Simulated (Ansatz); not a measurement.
# Ti3Si (Fm-3m): convergence test of the k-point mesh, by script

How fine a k-point mesh does Ti3Si (Fm-3m) need? The task is a convergence test of the k-point mesh, for Ti3Si (Fm-3m).

Program: Ansatz 0.2.0, driven from Python. Level of theory: DFT PBEsol, plane waves, PAW. These are calculated values, not measurements.

### 1 Starting point

The structure is cubic, space group Fm-3m (No. 225). Conventional cell: a = 6.289 Å, b = 6.289 Å, c = 6.289 Å, α = 90.00°, β = 90.00°, γ = 90.00°. Ti (site symmetry -43m) is surrounded by 4 Ti at 2.72 Å and 4 Si at 2.72 Å. Ti (site symmetry m-3m) is surrounded by 8 Ti at 2.72 Å. Around Si (site symmetry m-3m) lie 8 Ti at 2.72 Å.

The script holds or builds the structure itself.

### 2 The code

File ti3si_kconv.py:

```python
# -*- coding: utf-8 -*-
import warnings

import ansatz as az
import pandas as pd

OCCUPATIONS = "fermi_dirac"


def main():
    warnings.simplefilter("ignore", az.DeckWarning)

    lattice = az.Lattice.of(
        (0.0, 3.14436, 3.14436),
        (3.14436, 0.0, 3.14436),
        (3.14436, 3.14436, 0.0),
    )
    sites = [
        ("Ti", (0.75, 0.75, 0.75)),
        ("Ti", (0.25, 0.25, 0.25)),
        ("Ti", (0.0, 0.0, 0.0)),
        ("Si", (0.5, 0.5, 0.5)),
    ]
    xtal = az.Crystal(lattice=lattice)
    for symbol, position in sites:
        xtal = xtal.atom(symbol, position)

    job = (
        xtal.calculation()
        .functional(az.Functional.PBESOL)
        .basis(34 * az.Ry)
        .occupations(OCCUPATIONS, width=100 * az.meV)
    )

    rows = []
    for value in [0.8, 0.6, 0.5, 0.4, 0.33]:
        report = job.kpoints(spacing=value).run().report
        rows.append((value, report["free_energy_ev"] / len(report["lattice"]["sites"]), report["n_iterations"], report["n_kpoints"]))

    table = pd.DataFrame(rows, columns=["spacing (1/A)", "F/atom (eV)", "iterations", "k-points"])
    print(table.round(5).to_string(index=False))

    for row in rows[:-1]:
        shift = 1000 * (row[1] - rows[-1][1])
        print(f"{row[0]}: {shift:+.2f} meV/atom" + ("  (within 1 meV)" if abs(shift) < 1 else ""))


if __name__ == "__main__":
    main()
```

### 3 Launch

The run is started by

```bash
$ python ti3si_kconv.py
```

What it wrote:

```text
 spacing (1/A)  F/atom (eV)  iterations  k-points
          0.80  -2011.17306           7         4
          0.60  -2011.17306           7         4
          0.50  -2011.17350           6         8
          0.40  -2011.17870           6        10
          0.33  -2011.17736           6        16
0.8: +4.29 meV/atom
0.6: +4.29 meV/atom
0.5: +3.85 meV/atom
0.4: -1.35 meV/atom
```

Run time: 5.6 s. Hardware: 1 thread of Arm Neoverse V1, shared host; peak memory 0.43 GiB.

### 4 What each run gave

The 5 runs, in the order started:

| run | k spacing | energy from run 5 (meV/atom) | SCF cycles | CPU time (s) |
| --- | --- | --- | --- | --- |
| 1 | 0.8 | 4.29 | 7 | 0.66 |
| 2 | 0.6 | 4.29 | 7 | 0.53 |
| 3 | 0.5 | 3.85 | 6 | 0.77 |
| 4 | 0.4 | -1.35 | 6 | 0.89 |
| 5 | 0.33 | 0.00 | 6 | 1.4 |

Energies are free energies F = E - TS of the smeared occupations. 

### 5 Results

| quantity | value |
| --- | --- |
| runs compared | 5 |
| last run but one, from the last | -1.35 meV/atom |
| within 5 meV/atom of the last run from | 0.8 |

**Reading.** From k spacing 0.8 on it stays within 5 meV/atom of the last run, but not within 1. The error takes both signs: k-point sampling isn't variational, and a metal's Fermi surface makes it slow. Reading the output:
- The smearing is wide enough that free energy and stress hold a thermal part of the electrons.
- This cell is a computed structure, which may not be the phase found in nature.
- Shifts are counted from the finest mesh, which is itself no proven limit.
